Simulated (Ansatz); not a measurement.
# C3H5BO: the cost of one run

All numbers below are computed with Ansatz 0.2.0 (RKS B3LYP/STO-3G).

## Step 1: The starting structure

Bond lengths: C1–C2 1.266 Å, C2–C3 1.436 Å, C3–B4 1.586 Å, C2–O5 1.443 Å, B4–O5 1.551 Å, C1–H6 1.150 Å, C1–H7 1.072 Å, C3–H8 1.074 Å, C3–H9 1.175 Å, B4–H10 1.113 Å. Angles (14 of 16 angles, heavy atoms first): C1–C2–C3 133.5°, C1–C2–O5 136.3°, C3–C2–O5 90.1°, C2–C3–B4 93.8°, C3–B4–O5 81.0°, C2–O5–B4 95.0°, C2–C1–H6 120.3°, C2–C1–H7 124.0°, C2–C3–H8 115.6°, C2–C3–H9 112.6°, B4–C3–H8 110.5°, B4–C3–H9 108.9°, C3–B4–H10 138.4°, O5–B4–H10 140.4°.

Structure file:

```xyz
10

C    -1.6114    0.6747   -0.0611
C    -0.4062    0.3197   -0.2140
C     0.4490   -0.6024    0.4791
B     1.6997   -0.3025   -0.4486
O     0.6595    0.6171   -1.1401
H    -2.0789    1.4580   -0.7614
H    -2.2427    0.3249    0.7317
H     0.1687   -1.6373    0.4108
H     0.6954   -0.2531    1.5731
H     2.7500   -0.6502   -0.5666
```

## Step 2: Relaxing the start

Input file input.yaml:

```yaml
crystal:
  periodic: [false, false, false]
  atoms:
    - { symbol: C, position_ang: [-1.6114, 0.6747, -0.0611] }
    - { symbol: C, position_ang: [-0.4062, 0.3197, -0.214] }
    - { symbol: C, position_ang: [0.449, -0.6024, 0.4791] }
    - { symbol: B, position_ang: [1.6997, -0.3025, -0.4486] }
    - { symbol: O, position_ang: [0.6595, 0.6171, -1.1401] }
    - { symbol: H, position_ang: [-2.0789, 1.458, -0.7614] }
    - { symbol: H, position_ang: [-2.2427, 0.3249, 0.7317] }
    - { symbol: H, position_ang: [0.1687, -1.6373, 0.4108] }
    - { symbol: H, position_ang: [0.6954, -0.2531, 1.5731] }
    - { symbol: H, position_ang: [2.75, -0.6502, -0.5666] }
basis:
  gaussian: { orbitals: STO-3G }
hamiltonian:
  xc: b3lyp
relax:
  f_tol: 0.02
  max_steps: 40
```

On the command line:

```bash
> ansatz run input.yaml --threads 1 --pin off --max-ram 2048MiB --backend cpu --events-out ev --progress --plain --runs-dir out
```

What time and memory should one allow on 1 thread of Arm Neoverse N1, shared host?

About 30 s, with a peak of 0.12 GiB.
